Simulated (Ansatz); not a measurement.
# C2H5AlBN: a ladder of functionals and wavefunction methods

How much do the methods differ for C2H5AlBN? The plan is to run it at one geometry with functionals of several rungs and with coupled cluster. The yardstick is the atomisation energy at the CCSD(T) limit.

Program: Ansatz 0.2.0, Gaussian basis. Level of theory: functionals in def2-TZVPP, the program's frozen cores in correlated methods. These are calculated values, not measurements.

Levels to be run: LDA (SPW92), PBE-D4, revPBE-D4, BLYP-D4, r2SCAN-D4, B97M-V, PBE0-D4, B3LYP-D4, r2SCANh-D4, r2SCAN0-D4, HSE06-D4, BHLYP-D4, CAM-B3LYP-D4, LC-ωPBE, ωB97X-V, ωB97M-V, B2PLYP, PBE-QIDH; CCSD(T)/def2-SVP; CCSD(T)/def2-TZVPP; MP2/def2-QZVPP; extrapolation to the limit; RPA on PBE.

## (1) The relaxed structure

The geometry comes from an earlier relaxation with PBE0-D4 in a triple-zeta def2 set; it is a stationary point, not always the lowest conformer.

SMILES `B[C]1=C[NH][AlH]1`, 10 atoms, charge 0, spin multiplicity 1.

Atoms are counted from 1 here; the program's logs count them from 0.

Bond lengths: B1–C2 1.492 Å, B1–H6 1.207 Å, B1–H7 1.201 Å, C2–C3 1.391 Å, C2–Al5 1.916 Å, C3–N4 1.360 Å, C3–H8 1.094 Å, N4–Al5 1.853 Å, N4–H9 1.004 Å, Al5–H10 1.581 Å. Angles: C2–B1–H6 119.4°, C2–B1–H7 122.5°, H6–B1–H7 118.1°, B1–C2–C3 124.0°, B1–C2–Al5 153.2°, C3–C2–Al5 82.9°, C2–C3–N4 115.0°, C2–C3–H8 124.7°, N4–C3–H8 120.3°, C3–N4–Al5 86.1°, C3–N4–H9 120.5°, Al5–N4–H9 153.4°, C2–Al5–N4 76.0°, C2–Al5–H10 154.4°, N4–Al5–H10 129.6°.

## (2) LDA

This LDA is Slater exchange with PW92 correlation.

Contents of in.yaml:

```yaml
crystal:
  periodic: [false, false, false]
  atoms:
    - {symbol: B, position_ang: [-1.252953, 0.576705, -1.418728]}
    - {symbol: C, position_ang: [-0.143840, 0.242758, -0.478825]}
    - {symbol: C, position_ang: [-0.314965, -0.471342, 0.702286]}
    - {symbol: N, position_ang: [0.820923, -0.673500, 1.422806]}
    - {symbol: Al, position_ang: [1.688532, 0.264922, 0.080548]}
    - {symbol: H, position_ang: [-2.375732, 0.216992, -1.161741]}
    - {symbol: H, position_ang: [-1.076156, 1.195375, -2.432568]}
    - {symbol: H, position_ang: [-1.273045, -0.859195, 1.061672]}
    - {symbol: H, position_ang: [0.791983, -1.179364, 2.289737]}
    - {symbol: H, position_ang: [3.218352, 0.635547, -0.062188]}
basis:
  gaussian: {orbitals: def2-TZVPP}
hamiltonian: {xc: lda}
output: {orbitals: {seedname: orbitals}}
```

On the command line:

```
ansatz run in.yaml --threads 2 --pin off --events-out ev --progress --plain --max-ram 4352MiB
```

The runs that follow: PBE-D4 (GGA); revPBE-D4 (GGA); BLYP-D4 (GGA); r2SCAN-D4 (meta-GGA); B97M-V (meta-GGA); B3LYP-D4 (hybrid); r2SCANh-D4 (hybrid); r2SCAN0-D4 (hybrid); HSE06-D4 (hybrid); BHLYP-D4 (hybrid); CAM-B3LYP-D4 (range-separated); LC-ωPBE (range-separated); ωB97X-V (range-separated); ωB97M-V (range-separated); B2PLYP (double hybrid); PBE-QIDH (double hybrid); CCSD(T) in def2-SVP; CCSD(T) in def2-TZVPP; MP2 in def2-QZVPP; RPA on PBE orbitals.

**Question.** What will the summary of the whole plan be? Wanted: atomisation energy, CCSD(T)/CBS; farthest beyond LDA; mean size of error, GGA; mean size of error, meta-GGA; mean size of error, hybrid; mean size of error, range-separated; mean size of error, double hybrid; gap, smallest and largest; T1 diagnostic.

**Answer**, as computed:

| quantity | value |
| --- | --- |
| atomisation energy, CCSD(T)/CBS | 3763.8 kJ/mol |
| functionals within 18.8 kJ/mol (0.5 %) | r2SCAN0-D4, B2PLYP, PBE-QIDH |
| farthest beyond LDA | PBE-D4 (+128.9 kJ/mol) |
| mean size of error, GGA | 64.1 kJ/mol |
| mean size of error, meta-GGA | 56.1 kJ/mol |
| mean size of error, hybrid | 43.8 kJ/mol |
| mean size of error, range-separated | 34.0 kJ/mol |
| mean size of error, double hybrid | 10.4 kJ/mol |
| gap, smallest and largest | 2.87 eV (BLYP-D4), 9.29 eV (LC-ωPBE) |
| T1 diagnostic | 0.0157 |
| triples share of the correlation energy | 4.6 % |

In words: LDA overbinds by 584.8 kJ/mol (16 %). PBE-D4 misses by +128.9 kJ/mol. Double hybrids carry the basis error of their MP2 part in triple zeta, and no dispersion term here, so their miss is partly the set-up's. Taken by rung, double hybrid functionals do best (10.4 kJ/mol on average) and GGA ones worst beyond LDA (64.1 kJ/mol). The reference freezes the cores and leaves out relativity and excitations past (T), so misses under about 18.8 kJ/mol can't be ranked. Hartree-Fock recovers 73 % of the binding; the rest is correlation. CCSD(T) in def2-SVP is off by -190.1 kJ/mol, more than most functionals: a good method in a small basis is no reference. Orbital gaps span 2.9 to 9.3 eV; exact exchange widens them.
